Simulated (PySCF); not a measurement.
**OZr: levels of theory, part 1 of 3**

Aim: for OZr, compare levels of theory; the runs are relaxation and vibrations and intensities.

Program: PySCF 2.14.0. Level of theory: relaxation, HF, def2-tzvpd, and further levels as typed in the inputs. These are calculated values, not measurements.

## 1. The structure to begin with

Bond lengths: Zr1–O2 1.710 Å.

Coordinates:

```xyz
2

Zr    0.0000    0.0000    0.0000
O     0.0000    0.0000    1.7100
```

## 2. Relaxation: OZr

The input, run.py:

```python
from pyscf import gto, scf
from pyscf.geomopt.geometric_solver import optimize
mol = gto.M(atom="mol.xyz", basis="def2-tzvpd", verbose=4)
mol.set(ecp='def2-tzvpd').build()
mf = scf.RHF(mol).run(conv_tol=1e-9)
m = optimize(mf, maxsteps=60)
print("optimised structure (A):")
for k in range(m.natm): print(m.atom_symbol(k), *(f"{x:.8f}" for x in m.atom_coords(unit="A")[k]))
```

On the command line:

```console
$ python run.py
```

What it wrote:

```text
[INPUT] num. atoms = 2
[INPUT] num. electrons = 48
[INPUT] charge = 0
[INPUT] spin (= nelec alpha-beta = 2S) = 0
[INPUT] symmetry False subgroup None
[INPUT] Mole.unit = angstrom
[INPUT] Symbol           X                Y                Z      unit          X                Y                Z       unit  Magmom
[INPUT]  1 Zr     0.000000000000   0.000000000000   0.000000000000 AA    0.000000000000   0.000000000000   0.000000000000 Bohr   0.0
[INPUT]  2 O      0.000000000000   0.000000000000   1.710000000000 AA    0.000000000000   0.000000000000   3.231431673006 Bohr   0.0

nuclear repulsion = 99.0273143242105
number of shells = 28
number of NR pGTOs = 115
number of NR cGTOs = 80
basis = def2-tzvpd
ecp = {}

WARN: ECP not specified. The basis set def2-tzvpd include an ECP. Recommended ECP: def2-TZVPD.

******** <class 'pyscf.scf.hf.RHF'> ********
method = RHF
initial guess = minao
damping factor = 0
level_shift factor = 0
DIIS = <class 'pyscf.scf.diis.CDIIS'>
diis_start_cycle = 1
diis_space = 8
diis_damp = 0
SCF conv_tol = 1e-09
SCF conv_tol_grad = None
SCF max_cycles = 50
direct_scf = True
direct_scf_tol = 1e-13
Set gradient conv threshold to 3.16228e-05
Initial guess from minao.
init E= -115.54636421155
  HOMO = -0.385332194378851  LUMO = -0.289811980275879  gap/eV = 2.59924
cycle= 1 E= -121.214821152983  delta_E= -5.67  |g|= 0.948  |ddm|= 4.12
  HOMO = -0.244137401938991  LUMO = -0.00132740926180978  gap/eV = 6.60720
cycle= 2 E= -121.070448565817  delta_E= 0.144  |g|= 1.26  |ddm|= 1.32
  HOMO = -0.230224194478382  LUMO = 0.0210070705781398  gap/eV = 6.83635
cycle= 3 E= -121.384495118359  delta_E= -0.314  |g|= 0.115  |ddm|= 0.82
  HOMO = -0.248560013221635  LUMO = 0.0105386279566989  gap/eV = 7.05043
cycle= 4 E= -121.387945270711  delta_E= -0.00345  |g|= 0.0183  |ddm|= 0.165
  HOMO = -0.246590947531427  LUMO = 0.0117039631305997  gap/eV = 7.02856
cycle= 5 E= -121.388220283432  delta_E= -0.000275  |g|= 0.00812  |ddm|= 0.068
  HOMO = -0.246920363022909  LUMO = 0.011352214731459  gap/eV = 7.02795
cycle= 6 E= -121.38828920652  delta_E= -6.89e-05  |g|= 0.00289  |ddm|= 0.0289
  HOMO = -0.247285363853507  LUMO = 0.011055418076028  gap/eV = 7.02981
cycle= 7 E= -121.388304189511  delta_E= -1.5e-05  |g|= 0.00126  |ddm|= 0.0149
  HOMO = -0.247309162578663  LUMO = 0.0110585355093677  gap/eV = 7.03054
cycle= 8 E= -121.388306855666  delta_E= -2.67e-06  |g|= 0.000374  |ddm|= 0.011
  HOMO = -0.247316337893096  LUMO = 0.011064925553516  gap/eV = 7.03091
cycle= 9 E= -121.388307032752  delta_E= -1.77e-07  |g|= 8.02e-05  |ddm|= 0.00346
  HOMO = -0.247314961375  LUMO = 0.0110620546324035  gap/eV = 7.03080
cycle= 10 E= -121.388307040307  delta_E= -7.56e-09  |g|= 3.1e-05  |ddm|= 0.000442
  HOMO = -0.247314275573693  LUMO = 0.0110612915162174  gap/eV = 7.03076
cycle= 11 E= -121.388307041692  delta_E= -1.38e-09  |g|= 6.66e-06  |ddm|= 0.000275
  HOMO = -0.247313994757292  LUMO = 0.011061527230067  gap/eV = 7.03076
cycle= 12 E= -121.388307041755  delta_E= -6.31e-11  |g|= 9.33e-07  |ddm|= 3.62e-05
  HOMO = -0.247313994958667  LUMO = 0.0110615731295827  gap/eV = 7.03076
Extra cycle  E= -121.388307041757  delta_E= -1.25e-12  |g|= 4.07e-07  |ddm|= 7.38e-06
converged SCF energy = -121.388307041757
Create scanner for <class 'pyscf.grad.rhf.Gradients'>
Create scanner for <class 'pyscf.scf.hf.RHF'>

Geometry optimization cycle 1
Cartesian coordinates (Angstrom)
 Atom        New coordinates             dX        dY        dZ
  Zr   0.000000   0.000000   0.000000    0.000000  0.000000  0.000000
   O   0.000000   0.000000   1.710000    0.000000  0.000000  0.000000

WARN: Mole.unit (angstrom) is changed to Bohr

New geometry
   1 Zr     0.000000000000   0.000000000000   0.000000000000 AA    0.000000000000   0.000000000000   0.000000000000 Bohr
   2 O      0.000000000000   0.000000000000   1.710000000000 AA    0.000000000000   0.000000000000   3.231431673006 Bohr

******** <class 'pyscf.scf.hf.RHF_Scanner'> ********
method = RHF_Scanner
initial guess = minao
damping factor = 0
level_shift factor = 0
DIIS = <class 'pyscf.scf.diis.CDIIS'>
diis_start_cycle = 1
diis_space = 8
diis_damp = 0
SCF conv_tol = 1e-09
SCF conv_tol_grad = None
SCF max_cycles = 50
direct_scf = True
direct_scf_tol = 1e-13
Set gradient conv threshold to 3.16228e-05
init E= -121.388307041757
  HOMO = -0.247313991678165  LUMO = 0.0110616015704802  gap/eV = 7.03076
cycle= 1 E= -121.388307041756  delta_E= 1.42e-13  |g|= 2.07e-07  |ddm|= 2.35e-06
  HOMO = -0.247313993234172  LUMO = 0.0110616110874107  gap/eV = 7.03076
Extra cycle  E= -121.388307041757  delta_E= -2.84e-13  |g|= 1.16e-07  |ddm|= 8.06e-07
converged SCF energy = -121.388307041757

******** <class 'pyscf.grad.rhf.Gradients_Scanner'> for <class 'pyscf.scf.hf.RHF_Scanner'> ********
unit = Eh/Bohr
--------------- RHF_Scanner gradients ---------------
         x                y                z
0 Zr     0.0000000000    -0.0000000000    -0.0225031209
1 O    -0.0000000000     0.0000000000     0.0225031209
----------------------------------------------
cycle 1: E = -121.388307042  dE = -121.388  norm(grad) = 0.0318242

Geometry optimization cycle 2
Cartesian coordinates (Angstrom)
 Atom        New coordinates             dX        dY        dZ
  Zr  -0.000000   0.000000   0.017152   -0.000000  0.000000  0.017152
   O   0.000000  -0.000000   1.692848    0.000000 -0.000000 -0.017152
New geometry
   1 Zr    -0.000000000000   0.000000000000   0.017152208104 AA   -0.000000000000   0.000000000000   0.032412975748 Bohr
   2 O      0.000000000000  -0.000000000000   1.692847791896 AA    0.000000000000  -0.000000000000   3.199018697258 Bohr

******** <class 'pyscf.scf.hf.RHF_Scanner'> ********
method = RHF_Scanner
initial guess = minao
damping factor = 0
level_shift factor = 0
DIIS = <class 'pyscf.scf.diis.CDIIS'>
diis_start_cycle = 1
diis_space = 8
diis_damp = 0
SCF conv_tol = 1e-09
SCF conv_tol_grad = None
SCF max_cycles = 50
direct_scf = True
direct_scf_tol = 1e-13
Set gradient conv threshold to 3.16228e-05
init E= -121.407947939983
  HOMO = -0.243815296387691  LUMO = 0.013441051406272  gap/eV = 7.00030
cycle= 1 E= -121.388386744539  delta_E= 0.0196  |g|= 0.0236  |ddm|= 0.0658
  HOMO = -0.242989863687896  LUMO = 0.0133971283446611  gap/eV = 6.97665
cycle= 2 E= -121.388422064395  delta_E= -3.53e-05  |g|= 0.0245  |ddm|= 0.0462
  HOMO = -0.243947311199321  LUMO = 0.0126688853756909  gap/eV = 6.98288
cycle= 3 E= -121.388539385286  delta_E= -0.000117  |g|= 0.00333  |ddm|= 0.0145
  HOMO = -0.243941372360787  LUMO = 0.0125747772573664  gap/eV = 6.98016
cycle= 4 E= -121.38854292987  delta_E= -3.54e-06  |g|= 0.00102  |ddm|= 0.00575
  HOMO = -0.243937233587214  LUMO = 0.0125021982598232  gap/eV = 6.97807
cycle= 5 E= -121.388543869212  delta_E= -9.39e-07  |g|= 0.000337  |ddm|= 0.00471
  HOMO = -0.243904409511781  LUMO = 0.0125018027398919  gap/eV = 6.97717
cycle= 6 E= -121.388543983638  delta_E= -1.14e-07  |g|= 0.000139  |ddm|= 0.00158
  HOMO = -0.243913094448402  LUMO = 0.0124912722270344  gap/eV = 6.97712
cycle= 7 E= -121.388544003355  delta_E= -1.97e-08  |g|= 4.68e-05  |ddm|= 0.000468
  HOMO = -0.243912208555209  LUMO = 0.0124937154671265  gap/eV = 6.97716
cycle= 8 E= -121.388544005849  delta_E= -2.49e-09  |g|= 1.04e-05  |ddm|= 0.000147
  HOMO = -0.243912645963587  LUMO = 0.0124944468124502  gap/eV = 6.97719
cycle= 9 E= -121.388544006001  delta_E= -1.52e-10  |g|= 2.08e-06  |ddm|= 6.79e-05
  HOMO = -0.243912535405226  LUMO = 0.0124946153623719  gap/eV = 6.97719
Extra cycle  E= -121.388544006006  delta_E= -4.21e-12  |g|= 1.08e-06  |ddm|= 9.58e-06
converged SCF energy = -121.388544006006

******** <class 'pyscf.grad.rhf.Gradients_Scanner'> for <class 'pyscf.scf.hf.RHF_Scanner'> ********
unit = Eh/Bohr
--------------- RHF_Scanner gradients ---------------
         x                y                z
0 Zr    -0.0000000000    -0.0000000000     0.0161629855
1 O     0.0000000000     0.0000000000    -0.0161629855
----------------------------------------------
cycle 2: E = -121.388544006  dE = -0.000236964  norm(grad) = 0.0228579

Geometry optimization cycle 3
Cartesian coordinates (Angstrom)
 Atom        New coordinates             dX        dY        dZ
  Zr  -0.000000   0.000000   0.009982    0.000000  0.000000 -0.007170
   O   0.000000  -0.000000   1.700018   -0.000000 -0.000000  0.007170
New geometry
   1 Zr    -0.000000000000   0.000000000000   0.009982339796 AA   -0.000000000000   0.000000000000   0.018863888296 Bohr
   2 O      0.000000000000  -0.000000000000   1.700017660205 AA    0.000000000000  -0.000000000000   3.212567784710 Bohr

******** <class 'pyscf.scf.hf.RHF_Scanner'> ********
method = RHF_Scanner
initial guess = minao
damping factor = 0
level_shift factor = 0
DIIS = <class 'pyscf.scf.diis.CDIIS'>
diis_start_cycle = 1
diis_space = 8
diis_damp = 0
SCF conv_tol = 1e-09
SCF conv_tol_grad = None
SCF max_cycles = 50
direct_scf = True
direct_scf_tol = 1e-13
Set gradient conv threshold to 3.16228e-05
init E= -121.381548569357
  HOMO = -0.245267012547309  LUMO = 0.011595827951367  gap/eV = 6.98959
cycle= 1 E= -121.388722921226  delta_E= -0.00717  |g|= 0.00991  |ddm|= 0.028
  HOMO = -0.245753251278146  LUMO = 0.0114984351201394  gap/eV = 7.00017
cycle= 2 E= -121.388728741981  delta_E= -5.82e-06  |g|= 0.0104  |ddm|= 0.0199
  HOMO = -0.245332631627885  LUMO = 0.0118245592314961  gap/eV = 6.99760
cycle= 3 E= -121.388750125415  delta_E= -2.14e-05  |g|= 0.00143  |ddm|= 0.00618
  HOMO = -0.245329368875446  LUMO = 0.011871141699837  gap/eV = 6.99878
cycle= 4 E= -121.388750788066  delta_E= -6.63e-07  |g|= 0.00044  |ddm|= 0.00248
  HOMO = -0.245332825057154  LUMO = 0.0119020845705088  gap/eV = 6.99972
cycle= 5 E= -121.388750967572  delta_E= -1.8e-07  |g|= 0.000148  |ddm|= 0.00206
  HOMO = -0.245347181676756  LUMO = 0.0119018862326886  gap/eV = 7.00010
cycle= 6 E= -121.388750990523  delta_E= -2.3e-08  |g|= 6.3e-05  |ddm|= 0.000685
  HOMO = -0.245343376688812  LUMO = 0.0119063975481152  gap/eV = 7.00012
cycle= 7 E= -121.388750994668  delta_E= -4.14e-09  |g|= 2.14e-05  |ddm|= 0.000205
  HOMO = -0.245343741987874  LUMO = 0.0119052613751751  gap/eV = 7.00010
cycle= 8 E= -121.388750995199  delta_E= -5.31e-10  |g|= 4.65e-06  |ddm|= 6.98e-05
  HOMO = -0.245343535918199  LUMO = 0.0119051030198952  gap/eV = 7.00009
Extra cycle  E= -121.388750995221  delta_E= -2.24e-11  |g|= 2.51e-06  |ddm|= 1.96e-05
converged SCF energy = -121.388750995221

******** <class 'pyscf.grad.rhf.Gradients_Scanner'> for <class 'pyscf.scf.hf.RHF_Scanner'> ********
unit = Eh/Bohr
--------------- RHF_Scanner gradients ---------------
         x                y                z
0 Zr    -0.0000000000    -0.0000000000    -0.0007103691
1 O     0.0000000000     0.0000000000     0.0007103691
----------------------------------------------
cycle 3: E = -121.388750995  dE = -0.000206989  norm(grad) = 0.00100461

Geometry optimization cycle 4
Cartesian coordinates (Angstrom)
 Atom        New coordinates             dX        dY        dZ
  Zr   0.000000   0.000000   0.010284    0.000000  0.000000  0.000302
   O  -0.000000  -0.000000   1.699716   -0.000000 -0.000000 -0.000302
New geometry
   1 Zr     0.000000000000   0.000000000000   0.010284191627 AA    0.000000000000   0.000000000000   0.019434305587 Bohr
   2 O     -0.000000000000  -0.000000000000   1.699715808374 AA   -0.000000000000  -0.000000000000   3.211997367420 Bohr

******** <class 'pyscf.scf.hf.RHF_Scanner'> ********
method = RHF_Scanner
initial guess = minao
damping factor = 0
level_shift factor = 0
DIIS = <class 'pyscf.scf.diis.CDIIS'>
diis_start_cycle = 1
diis_space = 8
diis_damp = 0
SCF conv_tol = 1e-09
SCF conv_tol_grad = None
SCF max_cycles = 50
direct_scf = True
direct_scf_tol = 1e-13
Set gradient conv threshold to 3.16228e-05
init E= -121.389065866269
  HOMO = -0.245284223007015  LUMO = 0.011944939065105  gap/eV = 6.99956
cycle= 1 E= -121.388751363592  delta_E= 0.000315  |g|= 0.000417  |ddm|= 0.00116
  HOMO = -0.245266720904151  LUMO = 0.0119466621966057  gap/eV = 6.99913
cycle= 2 E= -121.388751373687  delta_E= -1.01e-08  |g|= 0.000438  |ddm|= 0.000827
  HOMO = -0.245284168550139  LUMO = 0.0119331871413481  gap/eV = 6.99924
cycle= 3 E= -121.388751411442  delta_E= -3.78e-08  |g|= 5.94e-05  |ddm|= 0.000259
  HOMO = -0.245284164536368  LUMO = 0.0119313569388117  gap/eV = 6.99919
cycle= 4 E= -121.388751412572  delta_E= -1.13e-09  |g|= 1.8e-05  |ddm|= 0.000103
  HOMO = -0.245284042150288  LUMO = 0.0119300551955363  gap/eV = 6.99915
cycle= 5 E= -121.38875141287  delta_E= -2.98e-10  |g|= 5.92e-06  |ddm|= 8.53e-05
  HOMO = -0.245283496295844  LUMO = 0.0119301764639892  gap/eV = 6.99914
Extra cycle  E= -121.388751412897  delta_E= -2.71e-11  |g|= 4.39e-06  |ddm|= 1.89e-05
converged SCF energy = -121.388751412897

******** <class 'pyscf.grad.rhf.Gradients_Scanner'> for <class 'pyscf.scf.hf.RHF_Scanner'> ********
unit = Eh/Bohr
--------------- RHF_Scanner gradients ---------------
         x                y                z
0 Zr     0.0000000000    -0.0000000000    -0.0000203166
1 O    -0.0000000000     0.0000000000     0.0000203166
----------------------------------------------
cycle 4: E = -121.388751413  dE = -4.17676e-07  norm(grad) = 2.8732e-05
optimised structure (A):
Zr 0.00000000 0.00000000 0.01028419
O -0.00000000 -0.00000000 1.69971581
```

Wall time 12 s (2 threads of Arm Neoverse N1, shared host).

## 3. Vibrations and intensities: vibrations and intensities, HF, def2-tzvpd

It takes the final geometry of step 2.

The input, run.py:

```python
from pyscf import gto, scf
from pyscf.hessian import thermo
import numpy as np
mol = gto.M(atom="mol.xyz", basis="def2-tzvpd", verbose=4)
mol.set(ecp='def2-tzvpd').build()
mf = scf.RHF(mol).run(conv_tol=1e-9)
mol.verbose = 0; x = mol.atom_coords(); n = x.size; h = np.zeros((n, n + 3))
def point(d):  # for finite differences of the forces
    m = mol.set_geom_(x + d.reshape(-1, 3), unit="Bohr", inplace=False); s = scf.RHF(m)
    s.run(mf.make_rdm1(), conv_tol=1e-10); g = s.nuc_grad_method()
    return np.append(g.kernel(), s.dip_moment(unit="AU", verbose=0))
for k in range(n): d = np.zeros(n); d[k] = 0.01; h[k] = (point(d) - point(-d)) / 0.02
H = (h[:, :n] + h[:, :n].T) / 2
f = thermo.harmonic_analysis(mol, H.reshape(mol.natm, 3, mol.natm, 3).transpose(0, 2, 1, 3))
print("harmonic vibrations: frequency (1/cm), infrared intensity (km/mol)")
for w, q in zip(f["freq_wavenumber"], f["norm_mode"]): t = q.ravel() @ h[:, n:]; print(f"  {w.real - w.imag:9.2f} {974.88 * t @ t:9.2f}")
```

On the command line:

```console
$ python run.py
```

What it wrote:

```text
[INPUT] num. atoms = 2
[INPUT] num. electrons = 48
[INPUT] charge = 0
[INPUT] spin (= nelec alpha-beta = 2S) = 0
[INPUT] symmetry False subgroup None
[INPUT] Mole.unit = angstrom
[INPUT] Symbol           X                Y                Z      unit          X                Y                Z       unit  Magmom
[INPUT]  1 Zr     0.000000000000   0.000000000000   0.010284190000 AA    0.000000000000   0.000000000000   0.019434302513 Bohr   0.0
[INPUT]  2 O      0.000000000000   0.000000000000   1.699715810000 AA    0.000000000000   0.000000000000   3.211997370493 Bohr   0.0

nuclear repulsion = 100.23294550057
number of shells = 28
number of NR pGTOs = 115
number of NR cGTOs = 80
basis = def2-tzvpd
ecp = {}

WARN: ECP not specified. The basis set def2-tzvpd include an ECP. Recommended ECP: def2-TZVPD.

******** <class 'pyscf.scf.hf.RHF'> ********
method = RHF
initial guess = minao
damping factor = 0
level_shift factor = 0
DIIS = <class 'pyscf.scf.diis.CDIIS'>
diis_start_cycle = 1
diis_space = 8
diis_damp = 0
SCF conv_tol = 1e-09
SCF conv_tol_grad = None
SCF max_cycles = 50
direct_scf = True
direct_scf_tol = 1e-13
Set gradient conv threshold to 3.16228e-05
[... 1 set-up line as earlier in the session ...]
init E= -115.570445206081
  HOMO = -0.385713880158224  LUMO = -0.290348267943238  gap/eV = 2.59503
cycle= 1 E= -121.218365946014  delta_E= -5.65  |g|= 0.944  |ddm|= 4.19
  HOMO = -0.242952494084911  LUMO = 0.000983425490781159  gap/eV = 6.63783
cycle= 2 E= -121.095466345784  delta_E= 0.123  |g|= 1.21  |ddm|=  1.3
  HOMO = -0.228395017295622  LUMO = 0.0217793922596549  gap/eV = 6.80759
cycle= 3 E= -121.384997423655  delta_E= -0.29  |g|= 0.115  |ddm|= 0.791
  HOMO = -0.246438984245366  LUMO = 0.0115547502432847  gap/eV = 7.02037
cycle= 4 E= -121.388401299352  delta_E= -0.0034  |g|= 0.018  |ddm|= 0.162
  HOMO = -0.244570257625316  LUMO = 0.0125873285532578  gap/eV = 6.99761
cycle= 5 E= -121.388669252542  delta_E= -0.000268  |g|= 0.00797  |ddm|= 0.0679
  HOMO = -0.24490778699187  LUMO = 0.0122063178801497  gap/eV = 6.99643
cycle= 6 E= -121.388735661722  delta_E= -6.64e-05  |g|= 0.00275  |ddm|= 0.029
  HOMO = -0.245257207220586  LUMO = 0.0119191851016929  gap/eV = 6.99813
cycle= 7 E= -121.388749084126  delta_E= -1.34e-05  |g|= 0.00116  |ddm|= 0.0144
  HOMO = -0.245277891659509  LUMO = 0.0119251801354922  gap/eV = 6.99885
cycle= 8 E= -121.388751270977  delta_E= -2.19e-06  |g|= 0.000329  |ddm|= 0.0104
  HOMO = -0.245285507177982  LUMO = 0.0119324868264002  gap/eV = 6.99926
cycle= 9 E= -121.388751405927  delta_E= -1.35e-07  |g|= 7.17e-05  |ddm|= 0.0032
  HOMO = -0.245284329600814  LUMO = 0.011930383832849  gap/eV = 6.99917
cycle= 10 E= -121.388751411823  delta_E= -5.9e-09  |g|= 2.73e-05  |ddm|= 0.000368
  HOMO = -0.24528380171466  LUMO = 0.0119297269887658  gap/eV = 6.99914
cycle= 11 E= -121.388751412868  delta_E= -1.04e-09  |g|= 5.58e-06  |ddm|= 0.000243
  HOMO = -0.245283604035691  LUMO = 0.011929860036672  gap/eV = 6.99913
cycle= 12 E= -121.388751412912  delta_E= -4.4e-11  |g|= 7.77e-07  |ddm|= 3.01e-05
  HOMO = -0.245283599562359  LUMO = 0.0119298931895498  gap/eV = 6.99914
Extra cycle  E= -121.388751412912  delta_E= -3.98e-13  |g|= 3.42e-07  |ddm|= 6.5e-06
converged SCF energy = -121.388751412912
harmonic vibrations: frequency (1/cm), infrared intensity (km/mol)
    1083.79    335.41
```

It took 33 s on 2 threads of Arm Neoverse N1, shared host.

Harmonic frequencies from the force constants, with isotope-averaged masses (PySCF's default) and rigid motions projected out (i: imaginary):

| mode | cm⁻¹ | IR (km/mol) |
| --- | --- | --- |
| 1 | 1084 | 335.4 |

(Continued in part 2 of 3.)
